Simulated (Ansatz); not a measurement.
# C₂H₇AlBFO: up Jacob's ladder to CCSD(T)

Aim: compute C₂H₇AlBFO with functionals from several rungs and with coupled cluster, and see how far each lands from CCSD(T) at the basis-set limit for the atomisation energy.

Computed with Ansatz 0.2.0, Gaussian basis. Level: functionals in def2-TZVPP, the program's frozen cores in correlated methods.

Levels to be run: PBE-D4, r2SCAN-D4, PBE0-D4, B3LYP-D4, ωB97X-V, ωB97M-V, B2PLYP; CCSD(T)/def2-TZVPP; MP2/def2-QZVPP; extrapolation to the limit.

### Step 1. The relaxed structure

An earlier PBE0-D4 in a triple-zeta def2 set relaxation fixed the geometry.

SMILES `COB(F)[CH2][AlH2]`, 13 atoms, charge 0, spin multiplicity 1.

Atoms are counted from 1 here; the program's logs count them from 0.

Bond lengths: C1–O2 1.410 Å, C1–H7 1.094 Å, C1–H8 1.090 Å, C1–H9 1.094 Å, O2–B3 1.353 Å, B3–F4 1.339 Å, B3–C5 1.550 Å, C5–Al6 1.959 Å, C5–H10 1.096 Å, C5–H11 1.093 Å, Al6–H12 1.585 Å, Al6–H13 1.589 Å. Angles: O2–C1–H7 111.2°, O2–C1–H8 107.7°, O2–C1–H9 111.6°, H7–C1–H8 108.7°, H7–C1–H9 108.9°, H8–C1–H9 108.7°, C1–O2–B3 122.0°, O2–B3–F4 114.4°, O2–B3–C5 126.3°, F4–B3–C5 119.3°, B3–C5–Al6 111.5°, B3–C5–H10 111.7°, B3–C5–H11 110.6°, Al6–C5–H10 105.7°, Al6–C5–H11 107.2°, H10–C5–H11 109.9°, C5–Al6–H12 120.9°, C5–Al6–H13 118.7° and more.

### Step 2. PBE-D4 (GGA)

Contents of in.yaml:

```yaml
crystal:
  periodic: [false, false, false]
  atoms:
    - {symbol: C, position_ang: [-0.051268, -1.596533, 1.171886]}
    - {symbol: O, position_ang: [-0.737324, -1.529818, -0.057950]}
    - {symbol: B, position_ang: [-0.435333, -0.605789, -0.999115]}
    - {symbol: F, position_ang: [-1.191616, -0.673443, -2.102595]}
    - {symbol: C, position_ang: [0.623216, 0.518799, -0.873030]}
    - {symbol: Al, position_ang: [-0.141278, 2.139483, -0.080551]}
    - {symbol: H, position_ang: [0.994954, -1.881836, 1.025509]}
    - {symbol: H, position_ang: [-0.538086, -2.357250, 1.781843]}
    - {symbol: H, position_ang: [-0.087758, -0.642380, 1.706474]}
    - {symbol: H, position_ang: [1.447662, 0.226264, -0.213425]}
    - {symbol: H, position_ang: [1.012977, 0.792206, -1.856832]}
    - {symbol: H, position_ang: [-0.418380, 3.425512, -0.964011]}
    - {symbol: H, position_ang: [-0.457265, 2.150086, 1.476699]}
basis:
  gaussian: {orbitals: def2-TZVPP}
hamiltonian: {xc: pbe, dispersion: d4}
output: {forces: true, orbitals: {seedname: orbitals}}
```

The run is started by

```console
> ansatz run in.yaml --threads 4 --pin off --events-out ev --progress --plain --max-ram 10444MiB
```

Further steps of the session: r2SCAN-D4 (meta-GGA); PBE0-D4 (hybrid); B3LYP-D4 (hybrid); ωB97X-V (range-separated); ωB97M-V (range-separated); B2PLYP (double hybrid); CCSD(T) in def2-TZVPP; MP2 in def2-QZVPP.

Q: Predict the results of all the runs planned. Wanted: atomisation energy, CCSD(T)/CBS; farthest; mean size of error, hybrid; mean size of error, range-separated; gap, smallest and largest; T1 diagnostic; triples share of the correlation energy.

The runs gave:

```
                               quantity                                 value
        atomisation energy, CCSD(T)/CBS                         4980.9 kJ/mol
 functionals within 24.9 kJ/mol (0.5 %)   PBE0-D4, B3LYP-D4, ωB97X-V, ωB97M-V
                               farthest                 PBE-D4 (+79.9 kJ/mol)
             mean size of error, hybrid                            1.9 kJ/mol
    mean size of error, range-separated                           18.3 kJ/mol
              gap, smallest and largest  4.54 eV (PBE-D4), 10.88 eV (ωB97X-V)
                          T1 diagnostic                                0.0121
triples share of the correlation energy                                 3.4 %
```

In words: PBE-D4 is off by +79.9 kJ/mol. Double hybrids carry the basis error of their MP2 part in triple zeta, and no dispersion term here, so their miss is partly the set-up's. The reference freezes the cores and leaves out relativity and excitations past (T), so misses under about 24.9 kJ/mol can't be ranked. Hartree-Fock recovers 76 % of the binding; the rest is correlation. The gap grows from 4.5 to 10.9 eV across the functionals, mostly with the share of exact exchange.
